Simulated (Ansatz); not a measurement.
**C₂H₆BInO: one molecule under many settings**

Aim: run C₂H₆BInO under a spread of inputs, and see what each costs and gives.

Computed with Ansatz 0.2.0, Gaussian basis. Level: the settings change from run to run.

### Step 1. The relaxed structure

An earlier PBE0-D4 in a triple-zeta def2 set relaxation fixed the geometry. In takes a core potential in def2 sets; no spin-orbit term is included.

SMILES `BC(=C)[O][InH2]`, 11 atoms, charge 0, spin multiplicity 1.

Atoms are counted from 1 here; the program's logs count them from 0.

Bond lengths: B1–C2 1.547 Å, B1–H6 1.196 Å, B1–H7 1.196 Å, C2–C3 1.350 Å, C2–O4 1.346 Å, C3–H8 1.081 Å, C3–H9 1.089 Å, O4–In5 2.010 Å, In5–H10 1.701 Å, In5–H11 1.705 Å. Angles: C2–B1–H6 118.9°, C2–B1–H7 120.9°, H6–B1–H7 120.2°, B1–C2–C3 118.0°, B1–C2–O4 118.6°, C3–C2–O4 123.3°, C2–C3–H8 120.0°, C2–C3–H9 122.6°, H8–C3–H9 117.4°, C2–O4–In5 125.5°, O4–In5–H10 109.1°, O4–In5–H11 112.7°, H10–In5–H11 138.2°.

### Step 2. HSE06/x2c-TZVPPall

Contents of in.yaml:

```yaml
crystal:
  periodic: [false, false, false]
  atoms:
    - {symbol: B, position_ang: [-1.571965, -0.649944, 1.140504]}
    - {symbol: C, position_ang: [-0.316939, -0.407111, 0.269835]}
    - {symbol: C, position_ang: [0.881503, -0.779170, 0.768408]}
    - {symbol: O, position_ang: [-0.478895, 0.085370, -0.972319]}
    - {symbol: In, position_ang: [0.720637, 1.431493, -1.860399]}
    - {symbol: H, position_ang: [-1.430394, -1.038575, 2.262780]}
    - {symbol: H, position_ang: [-2.668676, -0.464026, 0.702269]}
    - {symbol: H, position_ang: [0.951731, -1.165199, 1.775920]}
    - {symbol: H, position_ang: [1.801164, -0.723007, 0.188262]}
    - {symbol: H, position_ang: [0.315641, 1.534547, -3.508823]}
    - {symbol: H, position_ang: [1.796193, 2.175622, -0.766437]}
basis:
  gaussian: {orbitals: x2c-TZVPPall}
hamiltonian: {xc: {name: HSE06}}
output: {forces: true}
```

On the command line:

```sh
ansatz run in.yaml --threads 4 --pin off --events-out ev --progress --plain --max-ram 10444MiB
```

What it wrote, shortened:

```text
Functional definition: HSE06
  name "HSE06"
  cite "Heyd, Scuseria & Ernzerhof, J. Chem. Phys. 118, 8207 (2003) doi:10.1063/1.1564060"
  cite "Krukau, Vydrov, Izmaylov & Scuseria, J. Chem. Phys. 125, 224106 (2006) doi:10.1063/1.2404663"
  cite "Heyd & Scuseria, J. Chem. Phys. 120, 7274 (2004) doi:10.1063/1.1668634"
  cite "Ernzerhof & Perdew, J. Chem. Phys. 109, 3313 (1998) doi:10.1063/1.476928"
  cite "Perdew, Burke & Ernzerhof, Phys. Rev. Lett. 77, 3865 (1996) doi:10.1103/PhysRevLett.77.3865"
  parent pbe
[...]
  # The whole range is PBE's own exchange, as in plane waves. The composition of these papers is wPBEh.
[...]
1717 factors; their error is unknown
128 factors; integrals over basis functions are off by at most 5.3e-7 eV
[...]
mean field -164914.69056994 eV, -6060.5030952533 hartree, gradient 1.5e-5 eV, S^2 0.000000; 0 other end points of the search recorded, 0 dependent functions left out
[...]
reference -164914.69062508 eV, -6060.5030972794 hartree; 40, 40 occupied and 228, 228 virtual orbitals, 1717 factors
Total energy: -164914.69062508 eV, -6060.5030972794 hartree
Relativity: scalar
Atom 0 at    -1.571965    -0.649944     1.140504 Å, force    -0.021264    -0.007918     0.012835 eV/Å
Atom 1 at    -0.316939    -0.407111     0.269835 Å, force    -0.017513    -0.002107     0.005602 eV/Å
Atom 2 at     0.881503    -0.779170     0.768408 Å, force     0.039547    -0.016992     0.017888 eV/Å
Atom 3 at    -0.478895     0.085370    -0.972319 Å, force    -0.027832    -0.030834     0.019648 eV/Å
Atom 4 at     0.720637     1.431493    -1.860399 Å, force     0.018298     0.025995    -0.022760 eV/Å
Atom 5 at    -1.430394    -1.038575     2.262780 Å, force    -0.003030     0.006286    -0.017068 eV/Å
Atom 6 at    -2.668676    -0.464026     0.702269 Å, force     0.015141    -0.003199     0.008695 eV/Å
Atom 7 at     0.951731    -1.165199     1.775920 Å, force    -0.003243     0.007677    -0.019395 eV/Å
Atom 8 at     1.801164    -0.723007     0.188262 Å, force    -0.018549    -0.001449     0.011452 eV/Å
Atom 9 at     0.315641     1.534547    -3.508823 Å, force    -0.003395     0.004588    -0.029111 eV/Å
Atom 10 at     1.796193     2.175622    -0.766437 Å, force     0.021840     0.017952     0.012213 eV/Å
Dipole moment:     0.443049     0.338194    -0.261845 e Å
```

Wall time 8 s (4 threads of Intel Xeon Platinum 8259CL at 2.50GHz, shared host); peak memory 1 GiB.

Largest force 0.047 eV/Å, dipole 2.96 D.

### Step 3. B2GP-PLYP/def2-SVPD

in.yaml: that of step 2 with these lines changed.

```diff
@@ -15,4 +15,4 @@
 basis:
-  gaussian: {orbitals: x2c-TZVPPall}
-hamiltonian: {xc: {name: HSE06}}
+  gaussian: {orbitals: def2-SVPD}
+hamiltonian: {xc: {name: B2GP-PLYP}}
 output: {forces: true}
```

Launched as before.

What it wrote, shortened:

```text
Functional definition: B2GP-PLYP
  name "B2GP-PLYP"
  cite "Karton, Tarnopolsky, Lamère, Schatz & Martin, J. Phys. Chem. A 112, 12868 (2008) doi:10.1021/jp801805p"
  cite "Becke, Phys. Rev. A 38, 3098 (1988) doi:10.1103/PhysRevA.38.3098"
  cite "Lee, Yang & Parr, Phys. Rev. B 37, 785 (1988) doi:10.1103/PhysRevB.37.785"
[...]
1725 factors; integrals over basis functions are off by at most 1.0e-3 eV
[...]
mean field -10040.63760408 eV, -368.9866261615 hartree, gradient 6.8e-6 eV, S^2 0.000000; 0 other end points of the search recorded, 0 dependent functions left out
8 core orbitals not correlated: weight in the atoms' cores, before any rotation towards them, 1.000 or more for the frozen orbitals, at most 0.000 for the correlated occupied ones
reference -10040.63776040 eV, -368.9866319060 hartree; 18, 18 occupied and 137, 137 virtual orbitals, 1725 factors
[...]
Atom 1 at    -0.316939    -0.407111     0.269835 Å, force    -0.414379     0.001361     0.073659 eV/Å
Atom 2 at     0.881503    -0.779170     0.768408 Å, force     0.463540    -0.122728     0.136866 eV/Å
Atom 3 at    -0.478895     0.085370    -0.972319 Å, force    -0.260239    -0.161940    -0.130853 eV/Å
Atom 4 at     0.720637     1.431493    -1.860399 Å, force     0.220807     0.293593    -0.240979 eV/Å
Atom 5 at    -1.430394    -1.038575     2.262780 Å, force     0.000862    -0.032091     0.080470 eV/Å
Atom 6 at    -2.668676    -0.464026     0.702269 Å, force    -0.081369     0.017176    -0.031948 eV/Å
Atom 7 at     0.951731    -1.165199     1.775920 Å, force     0.020000    -0.065588     0.167582 eV/Å
Atom 8 at     1.801164    -0.723007     0.188262 Å, force     0.117150     0.010039    -0.082783 eV/Å
Atom 9 at     0.315641     1.534547    -3.508823 Å, force     0.014943     0.030953    -0.064806 eV/Å
Atom 10 at     1.796193     2.175622    -0.766437 Å, force     0.049163     0.043014     0.014707 eV/Å
Dipole moment:     0.451170     0.341881    -0.251756 e Å
```

Wall time 10 s (4 threads of Intel Xeon Platinum 8259CL at 2.50GHz, shared host); peak memory 0.64 GiB.

Largest force 0.499 eV/Å, dipole 2.98 D.

### Step 4. wB97/x2c-TZVPPall

in.yaml: that of step 3 with these lines changed.

```diff
@@ -15,4 +15,4 @@
 basis:
-  gaussian: {orbitals: def2-SVPD}
-hamiltonian: {xc: {name: B2GP-PLYP}}
+  gaussian: {orbitals: x2c-TZVPPall}
+hamiltonian: {xc: {name: wB97}}
 output: {forces: true}
```

Launched as before.

What it wrote, shortened:

```text
Functional definition: wB97
  name "wB97"
  cite "Chai & Head-Gordon, J. Chem. Phys. 128, 084106 (2008) doi:10.1063/1.2834918"
  cite "Becke, J. Chem. Phys. 107, 8554 (1997) doi:10.1063/1.475007"
[...]
  # The coefficients of nought are those of the uniform gas.
[...]
      + integral(e_c_pw_opposite_spin*poly(b97_u_opposite, 1, cos1, cos2, cos3, cos4))
1588 factors; their error is unknown
460 factors; integrals over basis functions are off by at most 4.1e-5 eV
[...]
mean field -164943.42921410 eV, -6061.5592209465 hartree, gradient 7.0e-5 eV, S^2 0.000000; 0 other end points of the search recorded, 0 dependent functions left out
[...]
reference -164943.42919956 eV, -6061.5592204120 hartree; 40, 40 occupied and 228, 228 virtual orbitals, 1588 factors
Total energy: -164943.42919956 eV, -6061.5592204120 hartree
Relativity: scalar
[...]
Atom 1 at    -0.316939    -0.407111     0.269835 Å, force     0.472350    -0.199942     0.316024 eV/Å
Atom 2 at     0.881503    -0.779170     0.768408 Å, force    -0.165907     0.065192    -0.082780 eV/Å
Atom 3 at    -0.478895     0.085370    -0.972319 Å, force    -0.036036     0.169371    -0.381080 eV/Å
Atom 4 at     0.720637     1.431493    -1.860399 Å, force    -0.000907     0.021776    -0.025214 eV/Å
Atom 5 at    -1.430394    -1.038575     2.262780 Å, force    -0.007540    -0.002965     0.018635 eV/Å
Atom 6 at    -2.668676    -0.464026     0.702269 Å, force    -0.020197     0.002348    -0.006175 eV/Å
Atom 7 at     0.951731    -1.165199     1.775920 Å, force     0.007197    -0.010360     0.019226 eV/Å
Atom 8 at     1.801164    -0.723007     0.188262 Å, force     0.011748     0.011792    -0.020680 eV/Å
Atom 9 at     0.315641     1.534547    -3.508823 Å, force     0.049110     0.014593     0.102278 eV/Å
Atom 10 at     1.796193     2.175622    -0.766437 Å, force    -0.057026    -0.039705    -0.088145 eV/Å
Dipole moment:     0.412135     0.344432    -0.247486 e Å
```

It took 10 s on 4 threads of Intel Xeon Platinum 8259CL at 2.50GHz, shared host; peak memory 0.67 GiB.

Largest force 0.602 eV/Å, dipole 2.84 D.

### Step 5. B97/STO-3G

This run has charge -1, multiplicity 2, high accuracy.

in.yaml: that of step 4 with these lines changed.

```diff
@@ -15,4 +15,6 @@
 basis:
-  gaussian: {orbitals: x2c-TZVPPall}
-hamiltonian: {xc: {name: wB97}}
-output: {forces: true}
+  gaussian: {orbitals: STO-3G}
+total_charge: -1
+magnetization: {spin_polarized: true, initial_magnetization: 1}
+hamiltonian: {xc: {name: B97}}
+accuracy: high
```

The command is unchanged.

What it wrote, shortened:

```text
Functional definition: B97
  name "B97"
  cite "Becke, J. Chem. Phys. 107, 8554 (1997) doi:10.1063/1.475007"
[...]
      + integral(e_c_pw_opposite_spin*poly(b97_u_opposite, cos0, cos1, cos2))
1089 factors; integrals over basis functions are off by at most 3.1e-8 eV
[...]
mean field -159516.43200295 eV, -5862.1207519873 hartree, gradient 1.6e-8 eV, S^2 0.776819; 1 other end points of the search recorded, 0 dependent functions left out
reference -159516.43200474 eV, -5862.1207520531 hartree; 41, 40 occupied and 12, 13 virtual orbitals, 1089 factors
Total energy: -159516.43200474 eV, -5862.1207520531 hartree
```

Run time: 18 s. Hardware: 4 threads of Intel Xeon Platinum 8259CL at 2.50GHz, shared host; peak memory 0.85 GiB.

⟨S²⟩ 0.777.

### Step 6. r2SCAN/def2-TZVPP

This run has relativity set to none.

in.yaml: that of step 5 with these lines changed.

```diff
@@ -15,6 +15,4 @@
 basis:
-  gaussian: {orbitals: STO-3G}
-total_charge: -1
-magnetization: {spin_polarized: true, initial_magnetization: 1}
-hamiltonian: {xc: {name: B97}}
-accuracy: high
+  gaussian: {orbitals: def2-TZVPP}
+hamiltonian: {xc: {name: r2SCAN}, pseudopotentials: {relativity: none}}
+output: {forces: true}
```

Launched as before.

What it wrote, shortened:

```text
Functional definition: r2SCAN
  name "r2SCAN"
  cite "Furness, Kaplan, Ning, Perdew & Sun, J. Phys. Chem. Lett. 11, 8208 (2020) doi:10.1021/acs.jpclett.0c02405"
  cite "Furness, Kaplan, Ning, Perdew & Sun, J. Phys. Chem. Lett. 11, 9248 (2020) doi:10.1021/acs.jpclett.0c03077"
  parent r2scan
[...]
1422 factors; their error is unknown
[...]
mean field -10068.44716061 eV, -370.0086085139 hartree, gradient 8.3e-5 eV, S^2 0.000000; 0 other end points of the search recorded, 0 dependent functions left out
[...]
reference -10068.44717987 eV, -370.0086092215 hartree; 26, 26 occupied and 232, 232 virtual orbitals, 1422 factors
Total energy: -10068.44717987 eV, -370.0086092215 hartree
Atom 0 at    -1.571965    -0.649944     1.140504 Å, force    -0.092588    -0.005757     0.023962 eV/Å
Atom 1 at    -0.316939    -0.407111     0.269835 Å, force    -0.196606    -0.039941     0.234857 eV/Å
Atom 2 at     0.881503    -0.779170     0.768408 Å, force     0.281207    -0.079797     0.094391 eV/Å
Atom 3 at    -0.478895     0.085370    -0.972319 Å, force    -0.105364     0.040934    -0.243275 eV/Å
Atom 4 at     0.720637     1.431493    -1.860399 Å, force     0.116287     0.097363    -0.077442 eV/Å
Atom 5 at    -1.430394    -1.038575     2.262780 Å, force    -0.002513     0.017523    -0.043512 eV/Å
Atom 6 at    -2.668676    -0.464026     0.702269 Å, force     0.038098    -0.006037     0.007125 eV/Å
Atom 7 at     0.951731    -1.165199     1.775920 Å, force     0.003433     0.007114    -0.020069 eV/Å
Atom 8 at     1.801164    -0.723007     0.188262 Å, force     0.002223     0.001777    -0.016551 eV/Å
Atom 9 at     0.315641     1.534547    -3.508823 Å, force    -0.007210    -0.015575     0.050069 eV/Å
Atom 10 at     1.796193     2.175622    -0.766437 Å, force    -0.036967    -0.017603    -0.009555 eV/Å
Dipole moment:     0.434677     0.328130    -0.260226 e Å
```

Run time: 4.5 s. Hardware: 4 threads of Intel Xeon Platinum 8259CL at 2.50GHz, shared host; peak memory 0.37 GiB.

Largest force 0.309 eV/Å, dipole 2.90 D.

### Step 7. RPA/def2-TZVPP

Set apart from the defaults: density fitting with def2-universal-jkfit, high accuracy.

in.yaml: that of step 6 with these lines changed.

```diff
@@ -15,4 +15,5 @@
 basis:
-  gaussian: {orbitals: def2-TZVPP}
-hamiltonian: {xc: {name: r2SCAN}, pseudopotentials: {relativity: none}}
-output: {forces: true}
+  gaussian: {orbitals: def2-TZVPP, fitting: {mean_field: def2-universal-jkfit}}
+hamiltonian: {xc: {name: HF}}
+correlation: {method: rpa}
+accuracy: high
```

Same command.

What it wrote:

```text
Functional definition: HF
  name "HF"
  cite "Fock, Z. Phys. 61, 126 (1930) doi:10.1007/BF01340294"
  parent pbe
  exchange = exact_x
  correlation = 0
628 factors; integrals over basis functions are off by at most 1.1e0 eV
mean field evaluation 1: about -10009.6588 eV, gradient 4.1e1 eV
mean field evaluation 2: about -10012.4992 eV, gradient 2.7e1 eV
mean field evaluation 4: about -10013.8613 eV, gradient 1.6e0 eV
mean field evaluation 8: about -10013.8685 eV, gradient 1.7e-8 eV
mean field -10013.86850893 eV, -368.0028800592 hartree, gradient 1.7e-8 eV, S^2 0.000000; 0 other end points of the search recorded, 0 dependent functions left out; unrestricted orbitals would lower it
8 core orbitals not correlated: weight in the atoms' cores, before any rotation towards them, 1.000 or more for the frozen orbitals, at most 0.000 for the correlated occupied ones
reference -10013.86850893 eV, -368.0028800592 hartree; 18, 18 occupied and 232, 232 virtual orbitals, 628 factors
Total energy: -10043.48373141 eV, -369.0912194115 hartree
```

Wall time 2.6 s (4 threads of Intel Xeon Platinum 8259CL at 2.50GHz, shared host); peak memory 0.45 GiB.

### Step 8. r2SCAN/def2-TZVPD

Set apart from the defaults: D3(BJ) with three-body dispersion.

in.yaml: that of step 7 with these lines changed.

```diff
@@ -15,5 +15,4 @@
 basis:
-  gaussian: {orbitals: def2-TZVPP, fitting: {mean_field: def2-universal-jkfit}}
-hamiltonian: {xc: {name: HF}}
-correlation: {method: rpa}
-accuracy: high
+  gaussian: {orbitals: def2-TZVPD}
+hamiltonian: {xc: {name: r2SCAN}, dispersion: d3bjatm}
+output: {forces: true}
```

The command is unchanged.

What it wrote, shortened:

```text
Functional definition: r2SCAN
  name "r2SCAN"
  cite "Furness, Kaplan, Ning, Perdew & Sun, J. Phys. Chem. Lett. 11, 8208 (2020) doi:10.1021/acs.jpclett.0c02405"
  cite "Furness, Kaplan, Ning, Perdew & Sun, J. Phys. Chem. Lett. 11, 9248 (2020) doi:10.1021/acs.jpclett.0c03077"
  parent r2scan
[...]
1434 factors; their error is unknown
[...]
mean field -10068.42591146 eV, -370.0078276220 hartree, gradient 5.2e-5 eV, S^2 0.000000; 0 other end points of the search recorded, 0 dependent functions left out
[...]
reference -10068.42593494 eV, -370.0078284848 hartree; 26, 26 occupied and 235, 235 virtual orbitals, 1434 factors
Total energy: -10068.48967850 eV, -370.0101710173 hartree
Atom 0 at    -1.571965    -0.649944     1.140504 Å, force    -0.077034    -0.003934     0.016071 eV/Å
Atom 1 at    -0.316939    -0.407111     0.269835 Å, force    -0.198678    -0.040166     0.246142 eV/Å
Atom 2 at     0.881503    -0.779170     0.768408 Å, force     0.259601    -0.071741     0.077590 eV/Å
Atom 3 at    -0.478895     0.085370    -0.972319 Å, force    -0.108209     0.036559    -0.249831 eV/Å
Atom 4 at     0.720637     1.431493    -1.860399 Å, force     0.116345     0.097231    -0.073133 eV/Å
Atom 5 at    -1.430394    -1.038575     2.262780 Å, force     0.004264     0.010546    -0.023611 eV/Å
Atom 6 at    -2.668676    -0.464026     0.702269 Å, force     0.016172    -0.001075    -0.004764 eV/Å
Atom 7 at     0.951731    -1.165199     1.775920 Å, force     0.003894    -0.000809     0.004532 eV/Å
Atom 8 at     1.801164    -0.723007     0.188262 Å, force     0.024013     0.003325    -0.029974 eV/Å
Atom 9 at     0.315641     1.534547    -3.508823 Å, force    -0.011138    -0.016212     0.036871 eV/Å
Atom 10 at     1.796193     2.175622    -0.766437 Å, force    -0.029230    -0.013725     0.000108 eV/Å
Dipole moment:     0.437438     0.330081    -0.264005 e Å
```

Run time: 5.5 s. Hardware: 4 threads of Intel Xeon Platinum 8259CL at 2.50GHz, shared host; peak memory 0.42 GiB.

Largest force 0.319 eV/Å, dipole 2.92 D.

### Step 9. PBE-QIDH/def2-SVPD

Set apart from the defaults: charge +1, multiplicity 2, density fitting with def2-universal-jkfit, a grid of angular degree 11, a point charge of -1.00 e beside it.

in.yaml: that of step 8 with these lines changed.

```diff
@@ -15,4 +15,6 @@
 basis:
-  gaussian: {orbitals: def2-TZVPD}
-hamiltonian: {xc: {name: r2SCAN}, dispersion: d3bjatm}
+  gaussian: {orbitals: def2-SVPD, fitting: {mean_field: def2-universal-jkfit}, final_grid: {core_spheres: 5, valence_spheres: 4, degree: 11}, point_charges: [{charge: -1.00, position_ang: [5.404, -0.175, -0.959]}]}
+total_charge: 1
+magnetization: {spin_polarized: true, initial_magnetization: 1}
+hamiltonian: {xc: {name: PBE-QIDH}}
 output: {forces: true}
```

Launched as before.

What it wrote, shortened:

```text
Functional definition: PBE-QIDH
  name "PBE-QIDH"
  cite "Brémond, Sancho-García, Pérez-Jiménez & Adamo, J. Chem. Phys. 141, 031101 (2014) doi:10.1063/1.4890314"
  cite "Perdew, Burke & Ernzerhof, Phys. Rev. Lett. 77, 3865 (1996) doi:10.1103/PhysRevLett.77.3865"
[...]
628 factors; integrals over basis functions are off by at most 3.6e-1 eV
[...]
mean field -10036.54505841 eV, -368.8362278822 hartree, gradient 7.5e-6 eV, S^2 0.794252; 4 other end points of the search recorded, 0 dependent functions left out
8 core orbitals not correlated: weight in the atoms' cores, before any rotation towards them, 1.000 or more for the frozen orbitals, at most 0.000 for the correlated occupied ones
reference -10036.54507542 eV, -368.8362285070 hartree; 18, 17 occupied and 137, 138 virtual orbitals, 628 factors
second order -18.88139412 eV of doubles, -0.00000000 eV of singles
[...]
Atom 1 at    -0.316939    -0.407111     0.269835 Å, force    -2.522770     1.459616    -3.773665 eV/Å
Atom 2 at     0.881503    -0.779170     0.768408 Å, force     2.896410    -0.436359     0.238195 eV/Å
Atom 3 at    -0.478895     0.085370    -0.972319 Å, force    -0.292065    -2.315375     4.182897 eV/Å
Atom 4 at     0.720637     1.431493    -1.860399 Å, force     2.022311     1.805250    -1.669139 eV/Å
Atom 5 at    -1.430394    -1.038575     2.262780 Å, force     0.094624     0.063219    -0.051650 eV/Å
Atom 6 at    -2.668676    -0.464026     0.702269 Å, force     0.112319     0.005673    -0.061841 eV/Å
Atom 7 at     0.951731    -1.165199     1.775920 Å, force     0.047396    -0.063042     0.202058 eV/Å
Atom 8 at     1.801164    -0.723007     0.188262 Å, force     0.281538    -0.046316    -0.035378 eV/Å
Atom 9 at     0.315641     1.534547    -3.508823 Å, force    -0.160034    -0.131173     0.184080 eV/Å
Atom 10 at     1.796193     2.175622    -0.766437 Å, force    -0.318988    -0.187061     0.124712 eV/Å
Dipole moment:     0.504922    -0.581458     0.803969 e Å
```

Wall time 11 s (4 threads of Intel Xeon Platinum 8259CL at 2.50GHz, shared host); peak memory 0.52 GiB.

Largest force 4.790 eV/Å, ⟨S²⟩ 0.794.

### Step 10. The runs in one table

```
              level  charge  multiplicity               geometry  functions  energy (eV)   time
 HSE06/x2c-TZVPPall       0             1                relaxed        268  -164914.691    8 s
B2GP-PLYP/def2-SVPD       0             1                relaxed        163   -10048.206   10 s
  wB97/x2c-TZVPPall       0             1                relaxed        268  -164943.429   10 s
         B97/STO-3G      -1             2                relaxed         53  -159516.432   18 s
  r2SCAN/def2-TZVPP       0             1                relaxed        258   -10068.447  4.5 s
     RPA/def2-TZVPP       0             1                relaxed        258   -10043.484  2.6 s
  r2SCAN/def2-TZVPD       0             1                relaxed        261   -10068.490  5.5 s
 PBE-QIDH/def2-SVPD       1             2  relaxed, point charge        163   -10042.839   11 s
```

### Step 11. Summary of results

```
                                         quantity                  value
                                             runs                      8
                                         quickest  RPA/def2-TZVPP, 2.6 s
                                          slowest       B97/STO-3G, 18 s
spread of total energies, same state and geometry            154899.9 eV
                  dipole, same state and geometry         2.84 to 2.98 D
```

What this shows: B97/STO-3G took 7 times as long as RPA/def2-TZVPP. The jobs differ in tasks and options as well as level. Total energies at one charge and spin differ by 154900 eV between levels, so only differences within one level mean anything. Some of these runs are scalar-relativistic and others not, which shifts the totals of all-electron atoms past neon by several eV an atom and more; core potentials, where a basis has them, take the core out of the total altogether. At the PBE0-D4/def2-TZVP geometry and in the same state, the sound runs without point charges leave forces up to 0.60 eV/Å (wB97/x2c-TZVPPall). At that geometry and state the dipole changes by 5 % between the lowest and highest value.
